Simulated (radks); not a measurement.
**Ar²⁺ in [Ne] 3s2 3p4: an all-electron calculation**

An exercise on one series of results from a longer session: the logs are not shown, and one member is left open.

Method: scalar-relativistic Kohn-Sham, HCTH/407, spin-polarised, spherical densities, finite nucleus; open shells are filled with parallel spins first. Code: radks (a radial shooting solver on a logarithmic mesh, Libxc functionals) version 1.

### The atom as given

| Property | Result |
| --- | --- |
| element | argon (Z = 18) |
| charge | +2 |
| electrons | 16 |
| configuration | [Ne] 3s2 3p4 |
| nuclear rms radius | 3.4274 fm |

The outer shells:

Ar²⁺
```
[Ne] core
3s [↑↓]
3p [↑↓][↑ ][↑ ]
```

Set-up of the first run:

The run's settings:

```text
Z 18
configuration [Ne] 3s2 3p4 4s0 3d0
relativity scalar-relativistic
functional hcth_407
spin polarised
nucleus finite rms 3.4274 fm
c 137.035999084
```

Launch:

```sh
$ python run_ks.py task.json out
```

All runs below come from this command, one after another.

One of the session's tables, all rows but one given; the rest of the session is left out.

It belongs to the step «Radial structure». Sizes of the orbitals, from the radial functions (bohr):

```
  level      <r>  outermost maximum (interpolated)  90 % within  nodes
  1s up  0.08581                            0.0561        0.153      0
1s down  0.08579                            0.0561        0.153      0
  2s up   0.4130                             0.338        0.644      1
2s down   0.4127                             0.339        0.643      1
  2p up   0.3751                             0.280        0.621      0
2p down   0.3750                             0.281        0.620      0
  3s up    1.319                              1.15         1.96      2
3s down    1.338                              1.15         2.00      2
  3p up    1.445                              1.22         2.20      1
3p down    1.489                              1.23         2.30      1
  3d up        ?                                 ?            ?      ?
3d down    2.117                              1.54         3.46      0
  4s up    3.495                              3.20         5.03      3
4s down    3.396                              3.12         4.87      3
```

**Question.** Estimate the row for 3d up.

The run gave: <r>: 1.909; outermost maximum (interpolated): 1.43; 90 % within: 3.14; nodes: 0. In the column «<r>» it lies between 3p down (1.489) and 3d down (2.117).

Caveats from the session: Open shells are spherical and high-spin; term and fine-structure splittings are not resolved.
